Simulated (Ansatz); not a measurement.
Co2Pd:

```
CELL_PARAMETERS angstrom
2.63793 0.00000 0.00000
-1.31897 2.28451 0.00000
0.00000 0.00000 6.31934
ATOMIC_POSITIONS crystal
Pd 0.00000 0.00000 0.00000
Co 0.66667 0.33333 0.34978
Co 0.33333 0.66667 0.65022
```

The cell comes from a database or a generator and needn't be the stable form of this composition.

Base run:

| Property | Result |
| --- | --- |
| Program | Ansatz 0.2.0 |
| Functional | PBEsol |
| Potentials or basis | Ansatz PAW |
| Cutoff | 420 eV (not typed: the program's choice for these potentials) |
| k mesh | 10 × 10 × 4 |
| Occupations | fermi-dirac, width 0.05 eV |
| Spin | collinear spin, ferromagnetic start |
| Starting moments | [0.0, 2.0, 2.0] μB |
| Fixed moment | 4 μB |

Its results: pressure -9.8 GPa; site moments Pd +0.34; Co +1.89 μB.

After a change of settings the same cell gave: pressure -12.1 GPa; site moments Pd -0.08; Co +1.63 μB. Which change was it?
A. fixed moment from 4 μB to 1 μB; moments at the start from [0.0, 2.0, 2.0] to [0.0, 0.5, 0.5]
B. fixed moment from 4 μB to 2 μB; moments at the start from [0.0, 2.0, 2.0] to [0.0, 1.0, 1.0]
C. fixed moment from 4 μB to 6 μB; moments at the start from [0.0, 2.0, 2.0] to [0.0, 3.0, 3.0]
D. fixed moment from 4 μB to 3 μB; moments at the start from [0.0, 2.0, 2.0] to [0.0, 1.5, 1.5]

D.

Caveats: the total moment is fixed, so each spin has its own Fermi level; the PAW data sets come from PBE, with cores solved anew for the run's functional, which leaves a small shift of forces and pressure; the thresholds are loose for stress.
